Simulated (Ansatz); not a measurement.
Working through a test of scalar relativity of HSe

Computed with Ansatz 0.2.0, Python API.

At the Python prompt:
```pycon
>>> import ansatz as az
>>> import numpy as np
>>> FUNCTIONAL = "b3lyp"
>>> molecule = (
...     az.Crystal.molecule()
...     .atom("H", [0.0, 0.0, 0.0])
...     .atom("Se", [0.0, 0.0, 1.435])
... )
>>> setup = (
...     molecule.calculation()
...     .functional(FUNCTIONAL)
...     .spin("collinear", total=1)
...     .forces()
... )
>>> sets = {"none": "cc-pVTZ", "scalar": "cc-pVTZ-DK"}
>>> found = {kind: setup.basis(gaussian=basis).pseudopotentials(relativity=kind).run(threads=1).report for kind, basis in sets.items()}
>>> for kind, each in found.items():
...     dipole = 4.803205 * np.linalg.norm(each["charge_distribution"]["dipole_moment_e_ang"])
...     print(f"{kind:7s} E = {each['free_energy_ev']:.4f} eV  dipole {dipole:.3f} D  largest force component {np.abs(each['forces_ev_ang']).max():.4f} eV/A")
...
none    E = -65367.1279 eV  dipole 0.584 D  largest force component 0.9307 eV/A
scalar  E = -66137.3279 eV  dipole 0.524 D  largest force component 0.8780 eV/A
>>> print(f"relativity lowers the total energy by {found['none']['free_energy_ev'] - found['scalar']['free_energy_ev']:.3f} eV")
relativity lowers the total energy by 770.200 eV
```

The total moves by -770.2 eV, nearly all in the cores, and the dipole from 0.58 to 0.52 D.

Reading the output:
- Total energies depend on the basis set; only differences at equal settings carry meaning.
- The geometry is a force-field or estimated start, not a minimum of this method. The basis set changes with the Hamiltonian (a set recontracted for scalar relativity), and most of the change in the total lies in the cores.
- The run takes the species as open-shell (spin multiplicity 2), which needn't be its ground state.
- b3lyp holds the VWN-RPA fit, as in Gaussian; the form of ORCA and Turbomole is b3lyp5.
- Finished in 3.1 s on 1 thread of Arm Neoverse V2, on a shared host, peak memory 0.17 GiB.
